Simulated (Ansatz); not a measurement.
# C₂H₄FNOSi: how energies converge with the basis set

The task here is to estimate one member of a computed series from the others.

Method: one geometry, several basis sets; program: Ansatz 0.2.0, Gaussian basis.

Plan: PBE0-D4/def2-SVP; ωB97M-V/def2-SVP; PBE0-D4/def2-QZVPP; ωB97M-V/def2-QZVPP; the functionals' def2-TZVPP values are taken from earlier runs.

## The relaxed structure

All runs share one geometry, relaxed beforehand with PBE0-D4 in a triple-zeta def2 set.

SMILES `C[SiH](F)N=C=O`, 10 atoms, charge 0, spin multiplicity 1.

Atoms are counted from 1 here; the program's logs count them from 0.

Bond lengths: C1–Si2 1.842 Å, C1–H7 1.092 Å, C1–H8 1.092 Å, C1–H9 1.093 Å, Si2–F3 1.595 Å, Si2–N4 1.704 Å, Si2–H10 1.478 Å, N4–C5 1.195 Å, C5–O6 1.163 Å. Angles: Si2–C1–H7 110.7°, Si2–C1–H8 110.7°, Si2–C1–H9 110.4°, H7–C1–H8 108.4°, H7–C1–H9 108.3°, H8–C1–H9 108.3°, C1–Si2–F3 109.5°, C1–Si2–N4 109.7°, C1–Si2–H10 113.8°, F3–Si2–N4 107.8°, F3–Si2–H10 107.2°, N4–Si2–H10 108.6°, Si2–N4–C5 160.7°, N4–C5–O6 177.8°.

The first run:

Contents of in.yaml:

```yaml
crystal:
  periodic: [false, false, false]
  atoms:
    - {symbol: C, position_ang: [-1.318885, -0.731817, 0.573031]}
    - {symbol: Si, position_ang: [0.243811, -0.552451, -0.384718]}
    - {symbol: F, position_ang: [1.343458, -1.551493, 0.196766]}
    - {symbol: N, position_ang: [0.842086, 1.034635, -0.218578]}
    - {symbol: C, position_ang: [1.568176, 1.980182, -0.298089]}
    - {symbol: O, position_ang: [2.243888, 2.924777, -0.355043]}
    - {symbol: H, position_ang: [-1.152048, -0.507511, 1.629027]}
    - {symbol: H, position_ang: [-1.705932, -1.750287, 0.493077]}
    - {symbol: H, position_ang: [-2.079046, -0.045078, 0.192743]}
    - {symbol: H, position_ang: [0.097694, -0.852058, -1.825117]}
basis:
  gaussian: {orbitals: def2-SVP}
hamiltonian: {xc: pbe0, dispersion: d4}
output: {orbitals: {seedname: orbitals}}
```

Steps of the session up to this table: PBE0-D4 in def2-SVP; ωB97M-V in def2-SVP; PBE0-D4 in def2-QZVPP; ωB97M-V in def2-QZVPP.

One of the session's tables, all rows but one given; the rest of the session is left out.

It belongs to the step «Functionals by basis». 

| functional | basis | HOMO (eV) | LUMO (eV) |
| --- | --- | --- | --- |
| PBE0-D4 | def2-SVP | -8.63 | 0.52 |
| PBE0-D4 | def2-TZVPP | -8.74 | 0.20 |
| PBE0-D4 | def2-QZVPP | -8.76 | 0.09 |
| ωB97M-V | def2-SVP | -10.81 | 2.65 |
| ωB97M-V | def2-TZVPP | ? | ? |
| ωB97M-V | def2-QZVPP | -10.98 | 1.64 |

Estimate the missing values for ωB97M-V, def2-TZVPP.

The run gave: HOMO (eV): -10.96; LUMO (eV): 2.12. In the column «HOMO (eV)» it lies between ωB97M-V, def2-QZVPP (-10.98) and ωB97M-V, def2-SVP (-10.81).
